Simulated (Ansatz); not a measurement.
# Ti: the cost of one run

Method: DFT PBEsol, scalar-relativistic, plane waves, PAW, in Ansatz 0.2.0.

## 1. The system as given

The structure is hexagonal, space group P6_3/mmc (No. 194). Conventional cell: a = 2.950 Å, b = 2.950 Å, c = 4.680 Å, α = 90.00°, β = 90.00°, γ = 120.00°. Ti (site symmetry -6m2) has 12 Ti at 2.89 to 2.95 Å as nearest neighbours.

Coordinates:

```
CELL_PARAMETERS angstrom
2.95000 0.00000 0.00000
-1.47500 2.55477 0.00000
0.00000 0.00000 4.68000
ATOMIC_POSITIONS crystal
Ti 0.33333 0.66667 0.25000
Ti 0.66667 0.33333 0.75000
```

## 2. Relaxing cell and atoms: Ti, no spin

Contents of input.yaml:

```yaml
crystal:
  lattice:
    - [2.95, 0.0, 0.0]
    - [-1.475, 2.5547749412, 0.0]
    - [0.0, 0.0, 4.68]
  atoms:
    - { symbol: Ti, position: [0.3333333333, 0.6666666667, 0.25] }
    - { symbol: Ti, position: [0.6666666667, 0.3333333333, 0.75] }
scf:
  occupations: { method: gaussian, width: 0.1 }
output:
  forces: true
  stress: true
  eigenvalues: true
hamiltonian:
  xc: pbesol
kpoints:
  mp_grid: { grid: [16, 16, 10] }
relax:
  f_tol: 0.005
  max_steps: 60
  cell: { stress_tol: 0.03 }
```

Run with:

```console
> ansatz run input.yaml --threads 3 --pin off --max-ram 8192MiB --backend cpu --events-out ev --progress --plain --runs-dir out
```

**Question.** How long does this run take on 3 threads of Intel Xeon 6975P-C (Granite Rapids), shared host, and how much memory does it need?

About 8.3 s, with a peak of 0.42 GiB.
